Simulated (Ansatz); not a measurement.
# C₂H₉NSi: up Jacob's ladder to CCSD(T)

How much do the methods differ for C₂H₉NSi? The plan is to run it at one geometry with functionals of several rungs and with coupled cluster, and see how far each lands from CCSD(T) at the basis-set limit for the atomisation energy.

Computed with Ansatz 0.2.0, Gaussian basis. Level: functionals in def2-TZVPP, the program's frozen cores in correlated methods.

Levels to be run: LDA (SPW92), PBE-D4, revPBE-D4, BLYP-D4, r2SCAN-D4, B97M-V, PBE0-D4, B3LYP-D4, r2SCANh-D4, r2SCAN0-D4, HSE06-D4, BHLYP-D4, CAM-B3LYP-D4, LC-ωPBE, ωB97X-V, ωB97M-V, B2PLYP, PBE-QIDH; CCSD(T)/def2-SVP; CCSD(T)/def2-TZVPP; MP2/def2-QZVPP; extrapolation to the limit; RPA on PBE.

## Step 1: Structure used throughout

An earlier PBE0-D4 in a triple-zeta def2 set relaxation fixed the geometry.

SMILES `CCN[SiH3]`, 13 atoms, charge 0, spin multiplicity 1.

Atoms are counted from 1 here; the program's logs count them from 0.

Bond lengths: C1–C2 1.516 Å, C1–H5 1.092 Å, C1–H6 1.093 Å, C1–H7 1.094 Å, C2–N3 1.449 Å, C2–H8 1.096 Å, C2–H9 1.100 Å, N3–Si4 1.715 Å, N3–H10 1.009 Å, Si4–H11 1.486 Å, Si4–H12 1.488 Å, Si4–H13 1.496 Å. Angles: C2–C1–H5 110.6°, C2–C1–H6 111.0°, C2–C1–H7 110.8°, H5–C1–H6 108.7°, H5–C1–H7 107.9°, H6–C1–H7 107.6°, C1–C2–N3 111.9°, C1–C2–H8 109.4°, C1–C2–H9 109.5°, N3–C2–H8 107.8°, N3–C2–H9 112.0°, H8–C2–H9 106.1°, C2–N3–Si4 123.6°, C2–N3–H10 113.3°, Si4–N3–H10 118.0°, N3–Si4–H11 107.4°, N3–Si4–H12 108.6°, N3–Si4–H13 115.4° and more.

Coordinates:

```
C    -0.8567    1.7388   -0.3001
C    -0.1934    0.6288    0.4915
N     0.4885   -0.3172   -0.3690
Si    0.7011   -1.9736    0.0211
H    -1.5794    1.3276   -1.0078
H    -1.3727    2.4381    0.3622
H    -0.1142    2.3069   -0.8685
H    -0.9556    0.0799    1.0558
H     0.4832    1.0668    1.2403
H     1.1623    0.1151   -0.9824
H     1.3133   -2.6345   -1.1608
H    -0.6299   -2.5640    0.3281
H     1.5739   -2.2473    1.2045
```

## Step 2: LDA

This LDA is Slater exchange with PW92 correlation.

Contents of in.yaml:

```yaml
crystal:
  periodic: [false, false, false]
  atoms:
    - {symbol: C, position_ang: [-0.856669, 1.738757, -0.300140]}
    - {symbol: C, position_ang: [-0.193432, 0.628838, 0.491474]}
    - {symbol: N, position_ang: [0.488517, -0.317170, -0.368977]}
    - {symbol: Si, position_ang: [0.701145, -1.973646, 0.021067]}
    - {symbol: H, position_ang: [-1.579396, 1.327613, -1.007831]}
    - {symbol: H, position_ang: [-1.372740, 2.438054, 0.362222]}
    - {symbol: H, position_ang: [-0.114180, 2.306855, -0.868541]}
    - {symbol: H, position_ang: [-0.955599, 0.079882, 1.055815]}
    - {symbol: H, position_ang: [0.483201, 1.066820, 1.240302]}
    - {symbol: H, position_ang: [1.162275, 0.115149, -0.982418]}
    - {symbol: H, position_ang: [1.313288, -2.634542, -1.160820]}
    - {symbol: H, position_ang: [-0.629924, -2.563988, 0.328117]}
    - {symbol: H, position_ang: [1.573914, -2.247324, 1.204530]}
basis:
  gaussian: {orbitals: def2-TZVPP}
hamiltonian: {xc: lda}
output: {orbitals: {seedname: orbitals}}
```

Launch:

```bash
$ ansatz run in.yaml --threads 4 --pin off --events-out ev --progress --plain --max-ram 10444MiB
```

Further steps of the session: PBE-D4 (GGA); revPBE-D4 (GGA); BLYP-D4 (GGA); r2SCAN-D4 (meta-GGA); B97M-V (meta-GGA); B3LYP-D4 (hybrid); r2SCANh-D4 (hybrid); r2SCAN0-D4 (hybrid); HSE06-D4 (hybrid); BHLYP-D4 (hybrid); CAM-B3LYP-D4 (range-separated); LC-ωPBE (range-separated); ωB97X-V (range-separated); ωB97M-V (range-separated); B2PLYP (double hybrid); PBE-QIDH (double hybrid); CCSD(T) in def2-SVP; CCSD(T) in def2-TZVPP; MP2 in def2-QZVPP; RPA on PBE orbitals.

**Question.** What will the summary of the whole plan be? Wanted: atomisation energy, CCSD(T)/CBS; farthest beyond LDA; mean size of error, GGA; mean size of error, meta-GGA; mean size of error, hybrid; mean size of error, range-separated; mean size of error, double hybrid; gap, smallest and largest; T1 diagnostic.

As calculated:

| quantity | value |
| --- | --- |
| atomisation energy, CCSD(T)/CBS | 1100.2 kcal/mol |
| functionals within 5.5 kcal/mol (0.5 %) | BLYP-D4, r2SCAN-D4, B97M-V, PBE0-D4, B3LYP-D4, HSE06-D4, ωB97X-V, ωB97M-V |
| farthest beyond LDA | BHLYP-D4 (-19.4 kcal/mol) |
| mean size of error, GGA | 8.3 kcal/mol |
| mean size of error, meta-GGA | 1.9 kcal/mol |
| mean size of error, hybrid | 7.8 kcal/mol |
| mean size of error, range-separated | 5.3 kcal/mol |
| mean size of error, double hybrid | 10.3 kcal/mol |
| gap, smallest and largest | 5.00 eV (LDA (SPW92)), 12.15 eV (LC-ωPBE) |
| T1 diagnostic | 0.0097 |
| triples share of the correlation energy | 3.5 % |

What this shows: The LDA atomisation energy is off by 136.4 kcal/mol (12 %): it overbinds. PBE-D4 misses by +8.7 kcal/mol. Double hybrids carry the basis error of their MP2 part in triple zeta, and no dispersion term here, so their miss is partly the set-up's. The rungs meta-GGA, range-separated miss on average by less than the doubt on the reference (5.5 kcal/mol), so they tie. Misses under about 5.5 kcal/mol are within the doubt on the reference itself, which lacks core-valence correlation, relativity and higher excitations. Hartree-Fock recovers 74 % of the binding; the rest is correlation. CCSD(T) in def2-SVP is off by -58.7 kcal/mol, more than most functionals: a good method in a small basis is no reference. The gap grows from 5.0 to 12.2 eV across the functionals, mostly with the share of exact exchange.
